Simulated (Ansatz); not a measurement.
What does this script print? It uses the Ansatz DFT code, driven from Python.

The script, `k3ba.py`:
```python
# -*- coding: utf-8 -*-
import ansatz as az
import numpy as np
import pandas as pd


def main():
    settings = {
        'crystal': {
            'lattice': [[6.562897, 0.0, 0.0], [0.0, 6.562897, 0.0], [0.0, 0.0, 6.562897]],
            'atoms': [
                {'symbol': 'K', 'position': [0.0, 0.5, 0.5]},
                {'symbol': 'K', 'position': [0.5, 0.0, 0.5]},
                {'symbol': 'K', 'position': [0.5, 0.5, 0.0]},
                {'symbol': 'Ba', 'position': [0.0, 0.0, 0.0]},
            ],
        },
        'kpoints': {'mp_grid': {'grid': [4, 4, 4]}},
        'hamiltonian': {'xc': 'r2scan'},
        'scf': {'occupations': {'method': 'cold', 'width': 0.05}},
        'output': {'forces': True, 'stress': True},
    }

    out = az.Session.from_dict(settings).plan().execute()
    data = out.report

    energy = data['free_energy_ev']
    print('K3Ba: {:.6f} eV = {:.6f} Ry = {:.6f} Ha'.format(energy, energy / 13.605693, energy / 27.211386))
    print('Fermi level {:.4f} eV, {} k-points, {} symmetry operations'.format(data['fermi_energy_ev'], data['n_kpoints'], data['n_symmetry_ops']))

    table = pd.DataFrame(data['forces_ev_ang'], columns=['fx', 'fy', 'fz'])
    table.insert(0, 'atom', [site['symbol'] for site in data['lattice']['sites']])
    print(table.round(4).to_string())

    print('pressure by term (GPa)')
    for term, tensor in data['stress_terms_gpa'].items():
        if np.any(tensor):
            print(f'  {term:28s} {np.trace(np.array(tensor)) / 3:12.3f}')
    print(f'  {"total":28s} {np.trace(np.array(data["stress_gpa"])) / 3:12.3f}')

    print('doubts on the final state:', data['published_state_doubts'] or 'none')
    print('warnings:', sorted({n['data']['kind'] for n in out.notices if n['data'].get('severity') in ('warning', 'doubt')}) or 'none')

    used = data['setup']
    print('cutoffs (eV):', used['ecut_ev'], used['ecutrho_ev'], ' FFT grid:', used['fft_dense'])
    print('cell volume {:.3f} A^3, {} symmetry operations'.format(used['cell_volume_ang3'], used['n_sym_ops']))


if __name__ == '__main__':
    main()
```

Output of `python k3ba.py`:
```text
DeckWarning: basis.ecutwfc = 500 eV, auto-derived from the records' recommended cutoffs: set by K (their level for a meta-GGA)
K3Ba: -10591.413811 eV = -778.454564 Ry = -389.227282 Ha
Fermi level 2.7278 eV, 10 k-points, 48 symmetry operations
  atom   fx   fy   fz
0    K  0.0  0.0  0.0
1    K  0.0 -0.0  0.0
2    K -0.0  0.0  0.0
3   Ba -0.0 -0.0 -0.0
pressure by term (GPa)
  kinetic                           348.449
  hartree                           174.245
  ewald                            -325.586
  local_pseudopotential             -82.579
  nonlocal_pseudopotential          -14.897
  augmentation                       -2.630
  nlcc                              -45.392
  xc                                -51.370
  augmentation_tail                   0.000
  scf_correction                      0.001
  pulay_correction                    0.005
  total                               0.246
doubts on the final state: none
warnings: none
cutoffs (eV): 500.0 2000.0  FFT grid: [48, 48, 48]
cell volume 282.675 A^3, 48 symmetry operations
```
(Warnings from the package without file and line, repeats left out.)

Notes:
- Total energies depend on the potentials; only differences at equal settings carry meaning. A total without «per atom» is that of the cell as typed.
- For a metal this k-point mesh is coarse: on a finer one energies can move by several to tens of meV an atom and pressures by half a GPa or more, differences at one mesh by less.
- The zero of the levels is a convention of the potentials, so an absolute Fermi energy is no work function.
- Pressure is positive in compression.
- The structure comes from a database of computed cells and needn't be a stable or known phase.
- The whole script took 9.9 s on 1 thread of Arm Neoverse V1, with other jobs on the host, peak memory 1 GiB.

(A comment or docstring line of the script was reworded after the run, the code is as it ran; lines on the test bed's own set-up are left out of the output.)
